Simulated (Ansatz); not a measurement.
**C₂H₆F₂GeS: vertical ionisation energy**

The task here is to estimate one member of a computed series from the others.

Method: unrestricted cation, the program's frozen cores in correlated methods; program: Ansatz 0.2.0, Gaussian basis.

The runs, in order: UKS PBE-D4/def2-TZVPP; UKS r2SCAN-D4/def2-TZVPP; UKS PBE0-D4/def2-TZVPP; UKS B3LYP-D4/def2-TZVPP; UKS wB97X-V/def2-TZVPP; UKS wB97M-V/def2-TZVPP; UKS B2PLYP/def2-TZVPP; UHF-CCSD(T)/def2-TZVPP; UHF-MP2/def2-QZVPP; extrapolation to the limit; then −ε(HOMO) from the neutral's earlier runs with LDA (SPW92), PBE-D4, revPBE-D4, BLYP-D4, r2SCAN-D4, B97M-V, PBE0-D4, B3LYP-D4, r2SCANh-D4, r2SCAN0-D4, HSE06-D4, BHLYP-D4, CAM-B3LYP-D4, LC-ωPBE, ωB97X-V, ωB97M-V.

## The geometry

The geometry comes from an earlier relaxation with PBE0-D4 in a triple-zeta def2 set; it is a stationary point, not always the lowest conformer.

SMILES `C[S][Ge]([CH3])([F])[F]`, 12 atoms, charge 0, spin multiplicity 1.

Atoms are counted from 1 here; the program's logs count them from 0.

Bond lengths: C1–S2 1.820 Å, C1–H7 1.090 Å, C1–H8 1.089 Å, C1–H9 1.089 Å, S2–Ge3 2.187 Å, Ge3–C4 1.926 Å, Ge3–F5 1.727 Å, Ge3–F6 1.735 Å, C4–H10 1.090 Å, C4–H11 1.090 Å, C4–H12 1.090 Å. Angles: S2–C1–H7 111.8°, S2–C1–H8 111.0°, S2–C1–H9 105.9°, H7–C1–H8 110.5°, H7–C1–H9 108.6°, H8–C1–H9 109.0°, C1–S2–Ge3 98.1°, S2–Ge3–C4 120.1°, S2–Ge3–F5 106.0°, S2–Ge3–F6 108.0°, C4–Ge3–F5 109.2°, C4–Ge3–F6 107.2°, F5–Ge3–F6 105.4°, Ge3–C4–H10 108.8°, Ge3–C4–H11 110.0°, Ge3–C4–H12 109.5°, H10–C4–H11 109.3°, H10–C4–H12 109.8° and more.

Set-up of the first run:

The input, in.yaml:

```yaml
crystal:
  periodic: [false, false, false]
  atoms:
    - {symbol: C, position_ang: [-1.377001, -0.436523, 1.592024]}
    - {symbol: S, position_ang: [0.068496, 0.654964, 1.771626]}
    - {symbol: Ge, position_ang: [0.513500, 0.928750, -0.351882]}
    - {symbol: C, position_ang: [1.202758, -0.538779, -1.390831]}
    - {symbol: F, position_ang: [1.617076, 2.254387, -0.440192]}
    - {symbol: F, position_ang: [-0.932520, 1.480086, -1.136994]}
    - {symbol: H, position_ang: [-1.103616, -1.402303, 1.167919]}
    - {symbol: H, position_ang: [-2.151179, 0.037749, 0.991324]}
    - {symbol: H, position_ang: [-1.757454, -0.595045, 2.600478]}
    - {symbol: H, position_ang: [1.328897, -0.209265, -2.422434]}
    - {symbol: H, position_ang: [0.504499, -1.375424, -1.362660]}
    - {symbol: H, position_ang: [2.163443, -0.853694, -0.984177]}
basis:
  gaussian: {orbitals: def2-TZVPP}
total_charge: 1
magnetization: {spin_polarized: true, initial_magnetization: 1}
hamiltonian: {xc: pbe, dispersion: d4}
```

Steps of the session up to this table: Cation, UKS PBE-D4/def2-TZVPP; Cation, UKS r2SCAN-D4/def2-TZVPP; Cation, UKS PBE0-D4/def2-TZVPP; Cation, UKS B3LYP-D4/def2-TZVPP; Cation, UKS wB97X-V/def2-TZVPP; Cation, UKS wB97M-V/def2-TZVPP; Cation, UKS B2PLYP (frozen core)/def2-TZVPP; Cation, UHF-CCSD(T)/def2-TZVPP; Cation, UHF-MP2/def2-QZVPP.

One table of the session follows, with a row left open; its other results are not shown here.

Orbital estimates, from the neutral's runs:

```
  functional  −ε(HOMO) (eV)
 LDA (SPW92)           6.26
      PBE-D4           6.13
   revPBE-D4           6.08
     BLYP-D4           5.98
   r2SCAN-D4           6.42
      B97M-V           6.51
     PBE0-D4              ?
    B3LYP-D4           7.17
  r2SCANh-D4           6.88
  r2SCAN0-D4           7.59
    HSE06-D4           7.01
    BHLYP-D4           8.54
CAM-B3LYP-D4           8.75
     LC-ωPBE          10.16
     ωB97X-V           9.79
     ωB97M-V           9.62
```

Estimate the missing values for PBE0-D4.

As computed: −ε(HOMO) (eV): 7.41. In the column «−ε(HOMO) (eV)» it lies between B3LYP-D4 (7.17) and r2SCAN0-D4 (7.59).
